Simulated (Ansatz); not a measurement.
This script drives the Ansatz DFT code, driven from Python.

The script, `nc_paw_lamg3.py`:
```python
# -*- coding: utf-8 -*-
"""Norm-conserving against PAW potentials for LaMg3."""

from dataclasses import dataclass

import ansatz as az
import numpy as np


@dataclass(frozen=True)
class RunConfig:
    functional: str = "pbesol"
    mixing_beta: float = 0.2
    smearing: str = "Marzari-Vanderbilt"
    max_scf: int = 100


opts = RunConfig()


def count_gap(report):
    # lowest empty less highest filled band, counting bands; zero where they overlap
    return max(report.get("gap_by_band_count_ev") or 0.0, 0.0)

crystal = (
    az.Lattice.from_parameters(4.752653, 4.752653, 4.966865, alpha=90.0, beta=90.0, gamma=90.0)
    .atom("La", (0.0, 0.0, 0.0))
    .atom("Mg", (0.5, 0.0, 0.5))
    .atom("Mg", (0.5, 0.5, 0.0))
    .atom("Mg", (0.0, 0.5, 0.5))
)

base = (
    crystal.calculation()
    .functional(opts.functional)
    .mixing("broyden", beta=opts.mixing_beta)
    .occupations(opts.smearing, width=50 * az.meV)
    .scf(max_iterations=opts.max_scf, self_checks="high")
    .kpoints(4)  # the mesh must be finer for metals
    .stress()
    .forces()  # minus the gradient of the free energy
    .band_table()  # levels at the mesh points
)
variants = {
    "PAW": base.pseudopotentials("paw"),
    "norm-conserving": base.pseudopotentials("nc"),
}
# totals differ by the cores that each treatment holds, so compare what does not depend on them
rows = []
for label, variant in variants.items():
    summary = variant.run(threads=1).report
    levels = np.array(summary["eigenvalues_ev"][0]) - summary["fermi_energy_ev"]
    print(label, "levels at the first k-point near E_F:", np.round(levels[np.abs(levels) < 5], 3))
    rows.append((label, summary["n_electrons"], np.trace(summary["stress_gpa"]) / 3, float(np.abs(summary["forces_ev_ang"]).max()), count_gap(summary)))
for row in rows:
    print("; ".join(f"{name} = {round(v, 4) if isinstance(v, float) else v}" for name, v in zip(["treatment", "electrons in bands", "P GPa", "max force component eV/A", "gap by band count eV"], row)))
```

It is started by `python nc_paw_lamg3.py`. How long does it take on 1 thread of Arm Neoverse V2 (shared host), and how much memory does it need?

It took about 32 s, with a peak of 0.72 GiB, for 2 runs of the engine.

```console
$ python nc_paw_lamg3.py
DeckWarning: basis.ecutwfc = 420 eV, auto-derived from the records' recommended cutoffs: set by La (normal level)
PAW levels at the first k-point near E_F: [-1.268 -1.037  0.401  0.739  0.739  1.592  1.602  1.602]
DeckWarning: basis.ecutwfc = 1496.626244 eV, auto-derived from the records' recommended cutoffs: set by La (normal level)
norm-conserving levels at the first k-point near E_F: [-1.266 -1.035  0.401  0.742  0.742  1.623  1.634  1.634]
treatment = PAW; electrons in bands = 41.0; P GPa = -0.9758; max force component eV/A = 0.0; gap by band count eV = 0.0
treatment = norm-conserving; electrons in bands = 41.0; P GPa = -0.9669; max force component eV/A = 0.0; gap by band count eV = 0.0
```
(Warnings from the package without file and line.)

PAW gives -0.976 GPa and norm-conserving -0.967 GPa, 0.009 GPa apart. They took 3.6 and 27.6 s of processor time.

Reading the output:
- The settings weren't tested for convergence.
- The computed bands are complete only to about 1.5 eV above the Fermi level.
- For a metal this k-point mesh is coarse: on a finer one energies can move by several to tens of meV an atom and pressures by half a GPa or more, differences at one mesh by less.
- A gap by band count of zero or less means overlapping bands, a metal, and at an odd count of electrons it is no gap at all.
- This cell is a computed structure, which may not be the phase found in nature.
- Gaps and levels are Kohn-Sham values on a finite set of k-points, without spin-orbit coupling.
- Stress is positive in compression.
